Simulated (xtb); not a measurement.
# GFN1-xTB run of C2H12BNSi (SMILES C[SiH](C)[BH2-][NH3+])

Wanted: an optimisation with harmonic vibrations of C2H12BNSi. 

The results are computed with xtb 6.7.1.

15 further runs of the same task are left out: 15 set aside as unsound or not needed.

### Step 1. The system as given

C2H12BNSi: 17 atoms, total charge 0, spin state singlet. SMILES: `C[SiH](C)[BH2-][NH3+]`. Geometry: relaxed at GFN2-xTB. This is one conformer, not always the lowest. The run starts from this shape.

Bond lengths: C1–Si2 1.927 Å, Si2–C3 1.926 Å, Si2–B4 1.982 Å, B4–N5 1.658 Å, C1–H6 1.086 Å, C1–H7 1.085 Å, C1–H8 1.089 Å, Si2–H9 1.484 Å, C3–H10 1.089 Å, C3–H11 1.086 Å, C3–H12 1.085 Å, B4–H13 1.194 Å, B4–H14 1.194 Å, N5–H15 1.014 Å, N5–H16 1.014 Å, N5–H17 1.014 Å. Some angles: C1–Si2–C3 102.6°, C1–Si2–B4 112.1°, C3–Si2–B4 112.3°, Si2–B4–N5 106.0°, C1–Si2–H9 104.2°, C3–Si2–H9 104.1°, B4–Si2–H9 119.9°, Si2–C1–H6 111.0°, Si2–C1–H7 111.5°, Si2–C1–H8 112.5°.

### Step 2. An optimisation with harmonic vibrations at GFN1-xTB

File struc.xyz:

```xyz
17

C     -0.85319     1.35876     1.15447
Si     0.70270     0.36763     0.59886
C      0.40258    -1.36307     1.38883
B      0.86131     0.27512    -1.37457
N     -0.55385    -0.39914    -1.91453
H     -0.82988     2.37191     0.76375
H     -0.91467     1.43068     2.23576
H     -1.78170     0.90055     0.81590
H      1.80765     0.94632     1.40271
H     -0.52906    -1.81765     1.05440
H      1.20646    -2.04948     1.13929
H      0.35256    -1.30389     2.47152
H      0.92224     1.33535    -1.92052
H      1.71899    -0.45347    -1.77384
H     -0.54086    -0.47363    -2.92617
H     -0.64895    -1.31872    -1.49742
H     -1.32234     0.19271    -1.61846
```

Launch:

```
$ xtb --ohess vtight --gfn 1 -- struc.xyz > out.txt 2> xtb.err
```

Q: Predict the results. Wanted: total energy at the end; dipole moment; HOMO energy; LUMO energy; HOMO–LUMO gap; dispersion energy; lowest harmonic wavenumber; highest harmonic wavenumber; zero-point energy.

Computed results:

Level: GFN1-xTB.

| quantity | value |
| --- | --- |
| total energy at the end | -17.15940 Eh |
| dipole moment | 6.90 D |
| HOMO energy | -10.38 eV |
| LUMO energy | -5.38 eV |
| HOMO–LUMO gap | 5.00 eV |
| dispersion energy | -16.40 kJ/mol |
| lowest harmonic wavenumber | 41 cm⁻¹ |
| highest harmonic wavenumber | 3568 cm⁻¹ |
| zero-point energy | 367.7 kJ/mol |

In words: At the final geometry: Bond lengths: C1–Si2 1.926 Å, Si2–C3 1.925 Å, Si2–B4 1.998 Å, B4–N5 1.678 Å, C1–H6 1.096 Å, C1–H7 1.096 Å, C1–H8 1.098 Å, Si2–H9 1.459 Å, C3–H10 1.098 Å, C3–H11 1.096 Å, C3–H12 1.096 Å, B4–H13 1.216 Å, B4–H14 1.216 Å, N5–H15 1.008 Å, N5–H16 1.009 Å, N5–H17 1.009 Å. Some angles: C1–Si2–C3 105.7°, C1–Si2–B4 113.4°, C3–Si2–B4 113.5°, Si2–B4–N5 107.8°, C1–Si2–H9 105.4°, C3–Si2–H9 105.3°, B4–Si2–H9 112.7°, Si2–C1–H6 112.8°, Si2–C1–H7 113.1°, Si2–C1–H8 112.8°. All 45 modes are real, so the shape is a minimum at this level. Mulliken charges run from -0.32 on N5 to +0.23 on H16.
